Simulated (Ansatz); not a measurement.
# NiGe2O5: the cost of one run

Computed with Ansatz 0.2.0 (DFT PBE, scalar-relativistic, plane waves, PAW, unless a step names another level, unless a step's input says otherwise).

4 further runs of the same task are left out: 3 that didn't finish, 1 set aside as unsound or not needed.

### Step 1. The starting structure

The structure is trigonal, space group R-3m (No. 166). The conventional cell has a = 3.014 Å, b = 3.014 Å, c = 38.278 Å, α = 90.00°, β = 90.00°, γ = 120.00°. Ni (site symmetry -3m) has 6 O at 1.94 Å as nearest neighbours. Ge (site symmetry 3m) has 6 O at 1.97 to 2.28 Å as nearest neighbours. O (site symmetry -3m) is surrounded by 6 Ge at 2.28 Å. O (site symmetry 3m) has 3 Ni at 1.94 Å as nearest neighbours. O (site symmetry 3m) has 3 Ge at 1.97 Å as nearest neighbours.

As a file:

```
Ni Ge O
1.0
     1.50723    0.87020   12.75924
    -1.50723    0.87020   12.75924
     0.00000   -1.74040   12.75924
Ni Ge O
1 2 5
Direct
  0.00000 0.00000 0.00000
  0.12812 0.12812 0.12812
  0.87188 0.87188 0.87188
  0.50000 0.50000 0.50000
  0.35602 0.35602 0.35602
  0.64398 0.64398 0.64398
  0.22911 0.22911 0.22911
  0.77089 0.77089 0.77089
```

It came out lowest among 16 distinct ends of the trial cells. At a tolerance of 0.05 Å it has space group R-3m (No. 166).

### Step 2. A stricter relaxation, on the response runs' mesh and smearing

The input, input.yaml:

```yaml
crystal:
  lattice:
    - [1.5072303336, 0.8701998388, 12.7592425077]
    - [-1.5072303336, 0.8701998388, 12.7592425077]
    - [0.0, -1.7403996776, 12.7592425077]
  atoms:
    - { symbol: Ni, position: [0.0, 0.0, 0.0] }
    - { symbol: Ge, position: [0.1281181686, 0.1281181686, 0.1281181686] }
    - { symbol: Ge, position: [0.8718818314, 0.8718818314, 0.8718818314] }
    - { symbol: O, position: [0.5, 0.5, 0.5] }
    - { symbol: O, position: [0.356017661, 0.356017661, 0.356017661] }
    - { symbol: O, position: [0.643982339, 0.643982339, 0.643982339] }
    - { symbol: O, position: [0.22911368, 0.22911368, 0.22911368] }
    - { symbol: O, position: [0.77088632, 0.77088632, 0.77088632] }
basis:
  ecutwfc: 420
kpoints:
  mp_grid: { grid: [12, 12, 12] }
hamiltonian:
  xc: pbe
scf:
  occupations: { method: gaussian, width: 0.1 }
output:
  forces: true
  stress: true
  eigenvalues: true
relax:
  adjacent_minimum: "off"
  f_tol: 0.001
  max_steps: 60
  cell: { stress_tol: 0.01 }
```

Started as:

```sh
ansatz run input.yaml --threads 3 --pin off --max-ram 7680MiB --backend cpu --events-out ev --progress --plain --runs-dir out
```

What time and memory should one allow on 3 threads of Arm Neoverse V2, shared host?

About 3.8 min, with a peak of 0.88 GiB.
